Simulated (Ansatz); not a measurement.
# CH₇BGaN: how energies converge with the basis set

An exercise on one series of results from a longer session: the logs are not shown, and one member is left open.

The runs use Ansatz 0.2.0, Gaussian basis; one geometry, several basis sets.

Levels to be run: PBE0-D4/def2-SVP; ωB97M-V/def2-SVP; PBE0-D4/def2-QZVPP; ωB97M-V/def2-QZVPP; the functionals' def2-TZVPP values are taken from earlier runs.

## The geometry

All runs share one geometry, relaxed beforehand with PBE0-D4 in a triple-zeta def2 set.

SMILES `C[B](N)[GaH2]`, 11 atoms, charge 0, spin multiplicity 1.

Atoms are counted from 1 here; the program's logs count them from 0.

Bond lengths: C1–B2 1.572 Å, C1–H5 1.096 Å, C1–H6 1.096 Å, C1–H7 1.096 Å, B2–N3 1.393 Å, B2–Ga4 2.118 Å, N3–H8 1.010 Å, N3–H9 1.006 Å, Ga4–H10 1.581 Å, Ga4–H11 1.590 Å. Angles: B2–C1–H5 110.7°, B2–C1–H6 114.1°, B2–C1–H7 110.6°, H5–C1–H6 107.9°, H5–C1–H7 105.1°, H6–C1–H7 107.9°, C1–B2–N3 119.9°, C1–B2–Ga4 124.1°, N3–B2–Ga4 116.0°, B2–N3–H8 122.9°, B2–N3–H9 123.8°, H8–N3–H9 113.3°, B2–Ga4–H10 125.4°, B2–Ga4–H11 120.3°, H10–Ga4–H11 114.4°.

Set-up of the first run:

in.yaml reads:

```yaml
crystal:
  periodic: [false, false, false]
  atoms:
    - {symbol: C, position_ang: [-0.483132, 1.456391, 0.267102]}
    - {symbol: B, position_ang: [-0.083362, -0.060437, 0.166581]}
    - {symbol: N, position_ang: [-0.462828, -0.946936, 1.172110]}
    - {symbol: Ga, position_ang: [1.028190, -0.891067, -1.433860]}
    - {symbol: H, position_ang: [-1.066880, 1.762163, -0.608167]}
    - {symbol: H, position_ang: [-1.061772, 1.708502, 1.162992]}
    - {symbol: H, position_ang: [0.408931, 2.092431, 0.252222]}
    - {symbol: H, position_ang: [-0.994074, -0.662410, 1.982687]}
    - {symbol: H, position_ang: [-0.238764, -1.927888, 1.166411]}
    - {symbol: H, position_ang: [1.582522, -0.087430, -2.677803]}
    - {symbol: H, position_ang: [1.371180, -2.443329, -1.450276]}
basis:
  gaussian: {orbitals: def2-SVP}
hamiltonian: {xc: pbe0, dispersion: d4}
output: {orbitals: {seedname: orbitals}}
```

Launch:

```console
$ ansatz run in.yaml --threads 2 --pin off --events-out ev --progress --plain --max-ram 4352MiB
```

Among the steps run: PBE0-D4 in def2-SVP; ωB97M-V in def2-SVP; PBE0-D4 in def2-QZVPP; ωB97M-V in def2-QZVPP.

One table of the session follows, with a row left open; its other results are not shown here.

It belongs to the step «Density functionals: the series». 

```
functional       basis  HOMO (eV)  LUMO (eV)
   PBE0-D4    def2-SVP      -6.76      -1.68
   PBE0-D4  def2-TZVPP      -6.84      -1.78
   PBE0-D4  def2-QZVPP      -6.86      -1.81
   ωB97M-V    def2-SVP          ?          ?
   ωB97M-V  def2-TZVPP      -8.96      -0.03
   ωB97M-V  def2-QZVPP      -8.98      -0.15
```

Estimate the missing values for ωB97M-V, def2-SVP.

The run gave: HOMO (eV): -8.85; LUMO (eV): 0.09. In the column «HOMO (eV)» it lies between ωB97M-V, def2-TZVPP (-8.96) and PBE0-D4, def2-QZVPP (-6.86).
